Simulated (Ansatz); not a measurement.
# Ga3As3CO: the cost of one run

Method: DFT PBE+D3(BJ), scalar-relativistic, plane waves, PAW, in Ansatz 0.2.0.

1 further run of the same task is left out (set aside as unsound or not needed).

**1. Starting point**

The structure is monoclinic, space group Pm (No. 6). The conventional cell has a = 5.676 Å, b = 4.014 Å, c = 23.335 Å, α = 90.00°, β = 90.00°, γ = 90.00°. Around Ga (site symmetry m) lie 3 As at 2.46 to 2.55 Å. As (site symmetry m) has 3 Ga at 2.46 to 2.49 Å as nearest neighbours. Around Ga (site symmetry m) lie 4 As at 2.48 to 2.51 Å. As (site symmetry m) is surrounded by 4 Ga at 2.48 to 2.55 Å. Around Ga (site symmetry m) lie 3 As at 2.46 to 2.48 Å. As (site symmetry m) has 3 Ga at 2.46 to 2.48 Å as nearest neighbours. Around O (site symmetry m) lie 1 C at 1.15 Å. Around C (site symmetry m) lie 1 O at 1.15 Å.

As a file:

```
Ga As O C
1.0
     4.01370    0.00000    0.00000
     0.00000    5.67623    0.00000
     0.00000    0.00000   23.33527
Ga As O C
3 3 1 1
Direct
  0.50000 0.50000 0.17141
  0.00000 0.06538 0.26800
  0.50000 0.48946 0.32285
  0.00000 0.25000 0.17141
  0.50000 0.81022 0.25049
  0.00000 0.28876 0.35934
  0.50000 0.28876 0.48361
  0.50000 0.28876 0.53290
```

This is the geometry of the first run shown, built on a cell relaxed beforehand with the same method.

**2. What is varied**

Atoms count from 1 in the order of the input.

CO (O end down) is moved over the surface cell at a fixed height above a rigid substrate; the origin of the map has the adsorbate above As6; the height is held at 2.90 Å.

- position of O7 along the first surface vector, from above As6: 6 values from 0.000 to 0.833, periodic
- position of O7 along the second surface vector, from above As6: 6 values from 0.000 to 0.833, periodic

Nothing else is relaxed. Points are written as (first, second).

The two vectors of the plane (Å): (4.014, 0.000, 0.000); (0.000, 5.676, 0.000).

**3. Grid point (3/6, 0/6) of the map's two axes**

The cell repeats along c, and a dipole correction in the vacuum removes the field between the copies.

input.yaml

```yaml
crystal:
  lattice:
    - [4.0137031111, 0.0, 0.0]
    - [0.0, 5.6762333751, 0.0]
    - [0.0, 0.0, 23.3352699083]
  atoms:
    - { symbol: Ga, position: [0.5, 0.5, 0.1714143447] }
    - { symbol: As, position: [0.0, 0.25, 0.1714143447] }
    - { symbol: Ga, position: [0.0, 0.0653835255, 0.2680035048] }
    - { symbol: As, position: [0.5, 0.8102208698, 0.2504948966] }
    - { symbol: Ga, position: [0.5, 0.4894639609, 0.3228546357] }
    - { symbol: As, position: [0.0, 0.2887573198, 0.3593388866] }
    - { symbol: O, position: [0.5, 0.2887573198, 0.4836142866] }
    - { symbol: C, position: [0.5, 0.2887573198, 0.5328959107] }
basis:
  ecutwfc: 420
kpoints:
  mp_grid: { grid: [7, 5, 1] }
hamiltonian:
  xc: pbe
  pseudopotentials: { kind: paw, azcp: { folder: soft_1 } }
  dispersion: d3bj
scf:
  occupations: { method: gaussian, width: 0.05 }
output:
  forces: true
  eigenvalues: true
efield:
  axis: 3
  dipole_correction: true
  ramp_width: 0.04
```

Launch:

```sh
> ansatz run input.yaml --threads 2 --pin off --max-ram 6144MiB --backend cpu --events-out ev --progress --plain --runs-dir out
```

What time and memory should one allow on 2 threads of Intel Xeon Platinum 8488C (Sapphire Rapids), shared host?

About 16 s, with a peak of 0.91 GiB.
